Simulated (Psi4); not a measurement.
# doublet CH3ClFIn+: levels of theory compared

Wanted: a comparison of 4 runs (U-r2SCAN/def2-SVP, UBLYP/def2-SVP, UPBE/def2-SVP, UPBE0/def2-SVP) of doublet CH3ClFIn+. 

The calculation is run with Psi4 1.11.

3 further runs of the same task are left out: 3 that didn't finish. Runs told in other sessions of the task aren't counted.

### 1 The system as given

CH3ClFIn+ has 7 atoms, charge +1, and is taken as a doublet. As SMILES of the parent species, `[CH3][In]([F])[Cl]`. The shape is that of a PBE0-D4/def2-TZVP optimisation. That shape belongs to the parent species and isn't relaxed for this state.

Bond lengths: C1–In2 2.122 Å, In2–F3 1.947 Å, In2–Cl4 2.316 Å, C1–H5 1.089 Å, C1–H6 1.090 Å, C1–H7 1.088 Å. Angles: C1–In2–F3 121.8°, C1–In2–Cl4 129.4°, F3–In2–Cl4 108.8°, In2–C1–H5 109.1°, In2–C1–H6 108.9°, In2–C1–H7 109.1°, H5–C1–H6 109.2°, H5–C1–H7 110.4°, H6–C1–H7 110.2°.

### 2 Energy and forces at U-r2SCAN/def2-SVP (core potential) (run 1)

Contents of ch3clfin.xyz:

```xyz
7
CH3ClFIn
C     -0.390800     0.951400     0.427300
In     0.391000    -0.846100    -0.384300
F      2.306000    -1.125500    -0.600500
Cl    -0.728400    -2.728700    -1.135500
H     -1.112900     1.373000    -0.270800
H     -0.891300     0.725700     1.368500
H      0.426300     1.650400     0.595200
```

Contents of calc.py:

```python
import psi4

psi4.set_memory(2200000000)
psi4.set_num_threads(1)
psi4.core.set_output_file('output.dat', False)

with open('ch3clfin.xyz') as f:
    atoms = ''.join(f.readlines()[2:])
geom = psi4.geometry('1 2\n' + atoms + 'symmetry c1')

options = {'reference': 'uks', 'puream': True, 'e_convergence': 1e-09, 'd_convergence': 1e-08, 'scf_type': 'pk', 'dft_radial_points': 99, 'dft_spherical_points': 590, 'maxiter': 100}
psi4.set_options(options)

result, w = psi4.gradient('r2scan/def2-SVP', return_wfn=True)
psi4.oeprop(w, 'LOWDIN_CHARGES', 'MAYER_INDICES', 'WIBERG_LOWDIN_INDICES', title='R2SCAN')
print('gradient / Eh bohr^-1')
print(result.np.round(6))
print(f'energy = {w.energy():.10f} Eh')
```

The run is started by

```console
$ python calc.py
```

output.dat:

```text
[...]
    !!!  WARNING: ECP capability is in beta. Please check occupations closely.  !!!
[...]
  Running in c1 symmetry.
[...]
  Nuclear repulsion =  240.938696889581763
[...]
  Multiplicity = 2
[...]
  Nalpha       = 28
  Nbeta        = 27
[...]
    Number of basis functions: 87
[...]
   @UKS iter   1:  -789.03524566248871   -4.81222e-01   1.02067e-02 DIIS/ADIIS
[...]
   @UKS iter  19:  -789.49434667073240   -1.25056e-12   2.55345e-09 DIIS
[...]
   @S^2 Observed:                7.589158361E-01
[...]
  @UKS Final Energy:  -789.49434667073240
   => Energetics <=
    Nuclear Repulsion Energy =            240.9386968895817631
    One-Electron Energy =               -1629.9980399414589556
    Two-Electron Energy =                 661.2340179380599920
    DFT Exchange-Correlation Energy =     -61.6690215569151121
    Empirical Dispersion Energy =           0.0000000000000000
    VV10 Nonlocal Energy =                  0.0000000000000000
    Total Energy =                       -789.4943466707323978
  UHF NO Occupations:
  HONO-2 :   26  A 1.9992710
  HONO-1 :   27  A 1.9968529
[...]
 Multipole Moments:
 ------------------------------------------------------------------------------------
     Multipole            Electronic (a.u.)      Nuclear  (a.u.)        Total (a.u.)
 ------------------------------------------------------------------------------------
 L = 1.  Multiply by 2.5417464519 to convert [e a0] to [Debye]
 Dipole X            :          7.5806052           -8.8707144           -1.2901092
 Dipole Y            :          9.5209302           -8.0893704            1.4315599
 Dipole Z            :          3.6864442           -3.0043028            0.6821413
 Magnitude           :                                                    2.0442754
[...]
  -Total Gradient:
     Atom            X                  Y                   Z
    ------   -----------------  -----------------  -----------------
       1        0.013949209740    -0.027613678394    -0.012708672658
       2       -0.013872329066     0.008138120431     0.004190738071
       3       -0.001251758306    -0.004545763801    -0.001894611598
       4        0.009258971787     0.006865286545     0.002470182255
       5        0.004039787861     0.003777361179     0.011845061919
       6        0.001520052764     0.011270048049    -0.006642060799
       7       -0.013725283134     0.001375782604     0.002429908725
[...]
```

The script printed:

```text
gradient / Eh bohr^-1
[[ 0.013949 -0.027614 -0.012709]
 [-0.013872  0.008138  0.004191]
 [-0.001252 -0.004546 -0.001895]
 [ 0.009259  0.006865  0.00247 ]
 [ 0.00404   0.003777  0.011845]
 [ 0.00152   0.01127  -0.006642]
 [-0.013725  0.001376  0.00243 ]]
energy = -789.4943466707 Eh
```

Run time: 85 s. Hardware: 1 thread of AMD EPYC 7R43 (Zen 3), shared host; peak memory 1.2 GiB.

### 3 Energy and gradient at UBLYP/def2-SVP (core potential) (run 2)

Contents of input.dat:

```
memory 2200 MB

molecule {
  1 2
  C     -0.390800     0.951400     0.427300
  In     0.391000    -0.846100    -0.384300
  F      2.306000    -1.125500    -0.600500
  Cl    -0.728400    -2.728700    -1.135500
  H     -1.112900     1.373000    -0.270800
  H     -0.891300     0.725700     1.368500
  H      0.426300     1.650400     0.595200
  units angstrom
  symmetry c1
  no_reorient
  no_com
}

set {
  reference uks
  puream true
  e_convergence 1e-09
  d_convergence 1e-08
  scf_type pk
  dft_radial_points 99
  dft_spherical_points 590
  maxiter 100
}

E, wfn = gradient("blyp/def2-SVP", return_wfn=True)
oeprop(wfn, "MULLIKEN_CHARGES", "QUADRUPOLE", "LOWDIN_CHARGES", title="BLYP")
```

The run is started by

```console
$ psi4 -n 1 input.dat output.dat
```

output.dat:

```text
[...]
    !!!  WARNING: ECP capability is in beta. Please check occupations closely.  !!!
[...]
  Running in c1 symmetry.
[...]
  Nuclear repulsion =  240.938696889581820
[...]
  Multiplicity = 2
[...]
  Nalpha       = 28
  Nbeta        = 27
[...]
    Number of basis functions: 87
[...]
   @UKS iter   1:  -788.87238003304913   -3.11770e-01   1.14588e-02 ADIIS/DIIS
[...]
   @UKS iter  18:  -789.44739160313043   -8.41283e-12   7.74608e-09 DIIS
[...]
   @S^2 Observed:                7.533908981E-01
[...]
  @UKS Final Energy:  -789.44739160313043
   => Energetics <=
    Nuclear Repulsion Energy =            240.9386968895818200
    One-Electron Energy =               -1629.9711230436537335
    Two-Electron Energy =                 661.1821215434641772
    DFT Exchange-Correlation Energy =     -61.5970869925228612
    Empirical Dispersion Energy =           0.0000000000000000
    VV10 Nonlocal Energy =                  0.0000000000000000
    Total Energy =                       -789.4473916031304270
  UHF NO Occupations:
  HONO-2 :   26  A 1.9996757
  HONO-1 :   27  A 1.9989075
[...]
  -Total Gradient:
     Atom            X                  Y                   Z
    ------   -----------------  -----------------  -----------------
       1        0.013541851980    -0.027595460368    -0.012641911300
       2       -0.008180800022     0.001544434041     0.001076896684
       3       -0.014621069119    -0.001971626269    -0.000120266233
       4        0.014728948209     0.017404349235     0.006717091779
       5        0.006953135487     0.001407497096     0.013987823433
       6        0.003638734829     0.011235468386    -0.010422247133
       7       -0.016069139384    -0.002037417684     0.001397911587
[...]
 Multipole Moments:
 ------------------------------------------------------------------------------------
     Multipole            Electronic (a.u.)      Nuclear  (a.u.)        Total (a.u.)
 ------------------------------------------------------------------------------------
 L = 1.  Multiply by 2.5417464519 to convert [e a0] to [Debye]
 Dipole X            :        -24.5776693           23.9229879           -0.6546815
 Dipole Y            :        121.7007418         -122.5071653           -0.8064235
 Dipole Z            :         53.5851610          -53.8980127           -0.3128517
 Magnitude           :                                                    1.0848054
 L = 2.  Multiply by 1.3450342976 to convert [e a0^2] to [Debye ang]
 Quadrupole XX       :       -259.5096273          225.7623548          -33.7472725
 Quadrupole XY       :          1.8188593           -0.7824669            1.0363923
[...]
```

It took 29 s on 1 thread of AMD EPYC 7R43 (Zen 3), shared host; peak memory 1 GiB.

Run 3 isn't shown in full; the table further down has it.

### 4 Energy and forces at UPBE0/def2-SVP (core potential) (run 4)

Contents of input.inp:

```
memory 2.2 GB

molecule {
  1 2
  C     -0.390800     0.951400     0.427300
  In     0.391000    -0.846100    -0.384300
  F      2.306000    -1.125500    -0.600500
  Cl    -0.728400    -2.728700    -1.135500
  H     -1.112900     1.373000    -0.270800
  H     -0.891300     0.725700     1.368500
  H      0.426300     1.650400     0.595200
  symmetry c1
}

set {
  basis def2-SVP
  reference uks
  puream true
  e_convergence 1e-09
  d_convergence 1e-08
  scf_type pk
  dft_radial_points 99
  dft_spherical_points 590
  maxiter 100
}

result, w = gradient('pbe0', return_wfn=True)
```

The run is started by

```console
$ psi4 -n 1 input.inp input.out
```

input.out:

```text
[...]
    !!!  WARNING: ECP capability is in beta. Please check occupations closely.  !!!
[...]
  Running in c1 symmetry.
[...]
  Nuclear repulsion =  240.938696889581763
[...]
  Multiplicity = 2
[...]
  Nalpha       = 28
  Nbeta        = 27
[...]
    Number of basis functions: 87
[...]
   @UKS iter   1:  -788.84802872456805   -6.69281e-01   9.25710e-03 ADIIS/DIIS
[...]
   @UKS iter  21:  -789.21488274258434   -5.11591e-12   5.13720e-09 DIIS
[...]
   @S^2 Observed:                7.636920719E-01
[...]
  @UKS Final Energy:  -789.21488274258434
   => Energetics <=
    Nuclear Repulsion Energy =            240.9386968895817631
    One-Electron Energy =               -1630.0291002275084793
    Two-Electron Energy =                 646.4401843048723322
    DFT Exchange-Correlation Energy =     -46.5646637095298459
    Empirical Dispersion Energy =           0.0000000000000000
    VV10 Nonlocal Energy =                  0.0000000000000000
    Total Energy =                       -789.2148827425843365
  UHF NO Occupations:
  HONO-2 :   26  A 1.9988994
  HONO-1 :   27  A 1.9947714
[...]
 Multipole Moments:
 ------------------------------------------------------------------------------------
     Multipole            Electronic (a.u.)      Nuclear  (a.u.)        Total (a.u.)
 ------------------------------------------------------------------------------------
 L = 1.  Multiply by 2.5417464519 to convert [e a0] to [Debye]
 Dipole X            :          7.4018247           -8.8707144           -1.4688897
 Dipole Y            :          9.4556844           -8.0893704            1.3663140
 Dipole Z            :          3.6673678           -3.0043028            0.6630649
 Magnitude           :                                                    2.1128431
[...]
  -Total Gradient:
     Atom            X                  Y                   Z
    ------   -----------------  -----------------  -----------------
       1        0.016578502383    -0.028243448418    -0.013122441182
       2       -0.022276494554     0.008305982064     0.004688082739
       3        0.003956517434    -0.004622464802    -0.002191302510
       4        0.010437677386     0.008078985247     0.002930967453
       5        0.004068166513     0.003590273680     0.011499144953
       6        0.001601245937     0.011019410253    -0.006528197130
       7       -0.014363949149     0.001858940152     0.002718697714
[...]
```

It took 38 s on 1 thread of AMD EPYC 7R43 (Zen 3), shared host; peak memory 1 GiB.

### 5 All runs side by side

```csv
run,level,task,energy (Eh),HOMO energy (eV),LUMO energy (eV),⟨S²⟩,wall time
1,U-r2SCAN/def2-SVP (core potential),gradient,-789.494347,-13.97,-13.47,0.759,85 s
2,UBLYP/def2-SVP (core potential),gradient,-789.447392,-13.51,-13.20,0.753,29 s
3,UPBE/def2-SVP (core potential),energy,-789.186128,-13.69,-13.39,0.753,26 s
4,UPBE0/def2-SVP (core potential),gradient,-789.214883,-14.82,-12.94,0.764,38 s
```

### 6 Results

| quantity | value |
| --- | --- |
| run 4: total energy | -789.21488 Eh |
| run 4: HOMO energy (highest over α and β) | -14.82 eV |
| run 4: LUMO energy (lowest over α and β) | -12.94 eV |
| run 4: ⟨S²⟩ | 0.764 |
| run 4: largest force on an atom | 1.814 eV/Å |

In words: Totals of different functionals can't be ranked against each other. All runs together took 3 min, the longest 85 s.
